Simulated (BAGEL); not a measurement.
# GaNH3Br (SMILES [NH2][GaH][Br]) at HF/cc-pVDZ (density fitting with qzvpp-jkfit)

Aim: the vertical ionisation energy of GaNH3Br at HF/cc-pVDZ (density fitting with qzvpp-jkfit), from 2 runs. 

Program for the calculation: BAGEL 1.2.2.

5 further runs of the same task are left out: 2 that didn't finish, 3 set aside as unsound or not needed. Runs told in other sessions of the task aren't counted.

### Step 1. Starting point

GaNH3Br has 6 atoms, charge 0, and is taken as a singlet. SMILES: `[NH2][GaH][Br]`. Geometry: relaxed at PBE0-D4/def2-TZVP.

Bond lengths: N1–Ga2 1.800 Å, Ga2–Br3 2.293 Å, N1–H4 1.005 Å, N1–H5 1.006 Å, Ga2–H6 1.547 Å. Angles: N1–Ga2–Br3 113.9°, N1–Ga2–H6 125.6°, Br3–Ga2–H6 120.5°, Ga2–N1–H4 124.2°, Ga2–N1–H5 123.0°, H4–N1–H5 112.9°.

### Step 2. The energy at HF/cc-pVDZ (density fitting with qzvpp-jkfit)

Input file input.json:

```json
{ "bagel": [

{
  "title": "molecule",
  "basis": "cc-pvdz.json",
  "df_basis": "qzvpp-jkfit",
  "angstrom": "true",
  "geometry": [
    { "atom": "N", "xyz": [      -0.577800,       0.217600,      -0.823700 ] },
    { "atom": "Ga", "xyz": [       0.349600,       0.051800,       0.710300 ] },
    { "atom": "Br", "xyz": [       1.605200,      -1.863400,       0.833300 ] },
    { "atom": "H", "xyz": [      -1.177000,       0.995300,      -1.039700 ] },
    { "atom": "H", "xyz": [      -0.547200,      -0.468200,      -1.558400 ] },
    { "atom": "H", "xyz": [       0.347300,       1.066900,       1.878100 ] }
  ]
},

{
  "title": "hf"
},

{
  "title": "print",
  "file": "orbitals.molden",
  "orbitals": "true"
}

]}
```

The basis set cc-pVDZ is read from a file made from the Basis Set Exchange's data (not shown).

Run with:

```bash
$ BAGEL_NUM_THREADS=1 BAGEL input.json > input.out
```

Log:

```text
* using 1 threads per process

  ===============================================================
  ===============================================================

  *** Geometry ***

  { "atom" : "N", "xyz" : [     -1.091884,      0.411204,     -1.556567 ] },
  { "atom" : "Ga", "xyz" : [      0.660648,      0.097888,      1.342272 ] },
  { "atom" : "Br", "xyz" : [      3.033388,     -3.521316,      1.574709 ] },
  { "atom" : "H", "xyz" : [     -2.224208,      1.880844,     -1.964748 ] },
  { "atom" : "H", "xyz" : [     -1.034058,     -0.884770,     -2.944949 ] },
  { "atom" : "H", "xyz" : [      0.656302,      2.016149,      3.549095 ] },

  Number of auxiliary basis functions:      663

  Since a DF basis is specified, we compute 2- and 3-index integrals:
    o Being stored without compression. Storage requirement is 0.037 GB

  Number of basis functions:       83
  Number of electrons      :       76

    * METHOD: MOLECULE                             0.42

  *** RHF ***

  === Nuclear Repulsion ===
   399.7683083076

      * DIIS with orbital gradients will be used.

  === RHF iteration (cc-pvdz.json) ===
      0      -4551.67945225          0.01662227           0.15
      1      -4551.80236389          0.01223095           0.13
      2      -4551.87861452          0.00112838           0.13
      3      -4551.87976481          0.00021235           0.13
      4      -4551.87981274          0.00005311           0.14
      5      -4551.87981555          0.00001331           0.13
      6      -4551.87981572          0.00000401           0.13
      7      -4551.87981574          0.00000125           0.13
      8      -4551.87981574          0.00000062           0.13
      9      -4551.87981574          0.00000015           0.14
     10      -4551.87981574          0.00000005           0.13
     11      -4551.87981574          0.00000002           0.13
     12      -4551.87981574          0.00000001           0.14
    * SCF iteration converged.

    * Permanent dipole moment:
           (    0.659972,    -0.758001,     0.350955) a.u.

    * METHOD: HF                                   2.06

    * METHOD: PRINT                                0.02

  ===============================================================
```

It took 2.7 s on 1 thread of AMD EPYC 9B14 (Zen 4), shared host; peak memory 0.18 GiB.

### Step 3. The doublet cation at the same level

Input file job.json:

```json
{ "bagel" : [

{
  "title" : "molecule",
  "basis" : "cc-pvdz.json",
  "df_basis" : "qzvpp-jkfit",
  "angstrom" : true,
  "geometry" : [
    { "atom" : "N", "xyz" : [      -0.577800,       0.217600,      -0.823700 ] },
    { "atom" : "Ga", "xyz" : [       0.349600,       0.051800,       0.710300 ] },
    { "atom" : "Br", "xyz" : [       1.605200,      -1.863400,       0.833300 ] },
    { "atom" : "H", "xyz" : [      -1.177000,       0.995300,      -1.039700 ] },
    { "atom" : "H", "xyz" : [      -0.547200,      -0.468200,      -1.558400 ] },
    { "atom" : "H", "xyz" : [       0.347300,       1.066900,       1.878100 ] }
  ]
},

{ "title" : "uhf", "charge" : 1, "nopen" : 1 },

{ "title" : "print", "file" : "orbitals.molden", "orbitals" : true }

]}
```

The basis set cc-pVDZ is read from a file made from the Basis Set Exchange's data (not shown).

Run with:

```bash
$ BAGEL_NUM_THREADS=1 BAGEL job.json > job.out
```

Log:

```text
* using 1 threads per process

  ===============================================================
  ===============================================================

  *** Geometry ***

  { "atom" : "N", "xyz" : [     -1.091884,      0.411204,     -1.556567 ] },
  { "atom" : "Ga", "xyz" : [      0.660648,      0.097888,      1.342272 ] },
  { "atom" : "Br", "xyz" : [      3.033388,     -3.521316,      1.574709 ] },
  { "atom" : "H", "xyz" : [     -2.224208,      1.880844,     -1.964748 ] },
  { "atom" : "H", "xyz" : [     -1.034058,     -0.884770,     -2.944949 ] },
  { "atom" : "H", "xyz" : [      0.656302,      2.016149,      3.549095 ] },

  Number of auxiliary basis functions:      663

  Since a DF basis is specified, we compute 2- and 3-index integrals:
    o Being stored without compression. Storage requirement is 0.037 GB

  Number of basis functions:       83
  Number of electrons      :       76

    * METHOD: MOLECULE                             0.40

  *** Open-shell HF ***

  === Nuclear Repulsion ===
   399.7683083076

      * DIIS with orbital gradients will be used.

  === UHF iteration (cc-pvdz.json) ===
      0      -4551.27849668          0.03312576           0.28
      1      -4551.40783662          0.02735197           0.26
      2      -4551.46571441          0.01710558           0.26
      3      -4551.51166636          0.00193636           0.26
      4      -4551.51561835          0.00120457           0.26
      5      -4551.51816035          0.00086107           0.26
      6      -4551.52019492          0.00061236           0.26
      7      -4551.52138280          0.00045896           0.26
      8      -4551.52239188          0.00022447           0.27
      9      -4551.52252059          0.00010052           0.26
     10      -4551.52253328          0.00003499           0.27
     11      -4551.52254438          0.00001325           0.26
     12      -4551.52254850          0.00000638           0.26
     13      -4551.52255035          0.00000421           0.26
     14      -4551.52255105          0.00000331           0.26
     15      -4551.52255150          0.00000207           0.26
     16      -4551.52255154          0.00000161           0.26
     17      -4551.52255157          0.00000133           0.26
     18      -4551.52255159          0.00000061           0.26
     19      -4551.52255159          0.00000018           0.26
     20      -4551.52255159          0.00000010           0.26
     21      -4551.52255159          0.00000008           0.26
     22      -4551.52255159          0.00000008           0.26
     23      -4551.52255159          0.00000008           0.26
     24      -4551.52255159          0.00000007           0.26
     25      -4551.52255159          0.00000007           0.26
     26      -4551.52255159          0.00000006           0.26
     27      -4551.52255159          0.00000004           0.27
     28      -4551.52255159          0.00000003           0.26
     29      -4551.52255159          0.00000003           0.27
     30      -4551.52255159          0.00000002           0.26
     31      -4551.52255159          0.00000001           0.26
    * SCF iteration converged.

    * S^2 (UHF) is 0.7571

    * Permanent dipole moment:
           (   -0.114803,     0.240088,     0.062858) a.u.

    * METHOD: UHF                                  8.68

    * METHOD: PRINT                                0.02

  ===============================================================
```

Wall time 9.3 s (1 thread of AMD EPYC 9B14 (Zen 4), shared host); peak memory 0.18 GiB.

### Step 4. Results

Level: HF/cc-pVDZ (density fitting with qzvpp-jkfit).

| quantity | value |
| --- | --- |
| singlet GaNH3Br: total energy | -4551.87982 Eh |
| singlet GaNH3Br: dipole moment | 2.71 D |
| singlet GaNH3Br: HOMO energy | -10.80 eV |
| singlet GaNH3Br: LUMO energy | 2.15 eV |
| singlet GaNH3Br: HOMO–LUMO gap | 12.94 eV |
| doublet cation: total energy | -4551.52255 Eh |
| doublet cation: ⟨S²⟩ | 0.757 |
| vertical ionisation energy (to the doublet cation) | 9.722 eV |

**Reading.** Removing an electron at fixed nuclei costs 9.72 eV (224 kcal/mol). The negative HOMO energy of the first species, 10.80 eV, lies 1.07 eV above that difference.
